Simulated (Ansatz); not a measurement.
This was printed by a script on the Ansatz DFT code, driven from Python, for a geometry optimisation of C3H4Cl2Si, SMILES C#C[SiH2]C(Cl)Cl. What did the script look like? Level of theory: PBE0, def2-SVP basis, multiplicity 1.

```xyz
10

C    -1.4119    1.6245    1.5595
C    -0.9574    0.6641    0.9909
Si   -0.2711   -0.7815    0.1323
C     1.1642   -0.2545   -0.9407
Cl    1.8776   -1.6856   -1.7178
Cl    0.5942    0.8742   -2.1915
H    -1.8109    2.4680    2.0586
H     0.1966   -1.7582    1.1267
H    -1.3122   -1.3959   -0.7048
H     1.9308    0.2447   -0.3131
```

Output of `python opt.py`:
```text
reference energy    -36068.993455 eV
total energy        -36068.993455 eV
occupied (up, down): [35, 35]  virtual: [81, 81]  frozen: 0
final positions (A) and the move of each atom
C    -1.43362    1.63959    1.57644    0.0314
C    -0.98262    0.66756    0.99995    0.0270
Si   -0.29301   -0.79670    0.14393    0.0291
C     1.16911   -0.25276   -0.95329    0.0136
Cl    1.87159   -1.71633   -1.69806    0.0370
Cl    0.61872    0.91709   -2.17673    0.0516
H    -1.83442    2.49992    2.08368    0.0469
H     0.22282   -1.76858    1.14809    0.0354
H    -1.31310   -1.42302   -0.73735    0.0424
H     1.97443    0.23303   -0.38656    0.0862
```

One script that gives this output:

`opt.py`
```python
# -*- coding: utf-8 -*-
'''Minimum-energy structure of C3H4Cl2Si.'''

import ansatz as az
import numpy as np

GEOMETRY = '''
C    -1.41190    1.62450    1.55950
C    -0.95740    0.66410    0.99090
Si   -0.27110   -0.78150    0.13230
C     1.16420   -0.25450   -0.94070
Cl    1.87760   -1.68560   -1.71780
Cl    0.59420    0.87420   -2.19150
H    -1.81090    2.46800    2.05860
H     0.19660   -1.75820    1.12670
H    -1.31220   -1.39590   -0.70480
H     1.93080    0.24470   -0.31310
'''


def main():
    mol = az.Crystal.molecule()
    for line in GEOMETRY.strip().splitlines():
        symbol, *xyz = line.split()
        mol = mol.atom(symbol, [float(v) for v in xyz])

    calc = (
        mol.calculation()
        .basis(gaussian='def2-SVP')
        .functional('pbe0')
    )
    symbols = [site.symbol for site in mol.cartesian_sites]
    start = np.array([site.position_ang for site in mol.cartesian_sites], dtype=float)
    rep = calc.relax(force_tolerance=0.005).run(threads=1, pin='off').report
    end = np.array(rep['positions_ang'])

    print('reference energy %16.6f eV' % rep['reference_energy_ev'])
    print('total energy     %16.6f eV' % rep['free_energy_ev'])
    print('occupied (up, down):', rep['n_occupied'], ' virtual:', rep['n_virtual'], ' frozen:', rep['n_frozen'])

    print('final positions (A) and the move of each atom')
    for symbol, xyz, old in zip(symbols, end, start):
        print(f'{symbol:2s} {xyz[0]:10.5f} {xyz[1]:10.5f} {xyz[2]:10.5f}   {np.linalg.norm(xyz - old):7.4f}')
    with open('c3h4cl2si_opt.xyz', 'w') as handle:
        handle.write(f'{len(symbols)}\nrelaxed C3H4Cl2Si\n')
        handle.writelines(f'{s:2s} {x:11.6f} {y:11.6f} {z:11.6f}\n' for s, (x, y, z) in zip(symbols, end))


if __name__ == '__main__':
    main()
```

Reading the output:
- These settings explore the input space; basis and method may be short of convergence.
- The end point is the stationary point reached from this start; no frequency run checks that it is a minimum, and the basis set is modest.
- The whole script took 47 s on 1 thread of Arm Neoverse V1 (shared host), peak memory 0.36 GiB.

(A comment or docstring line of the script was reworded after the run, the code is as it ran; lines on the test bed's own set-up are left out of the output.)
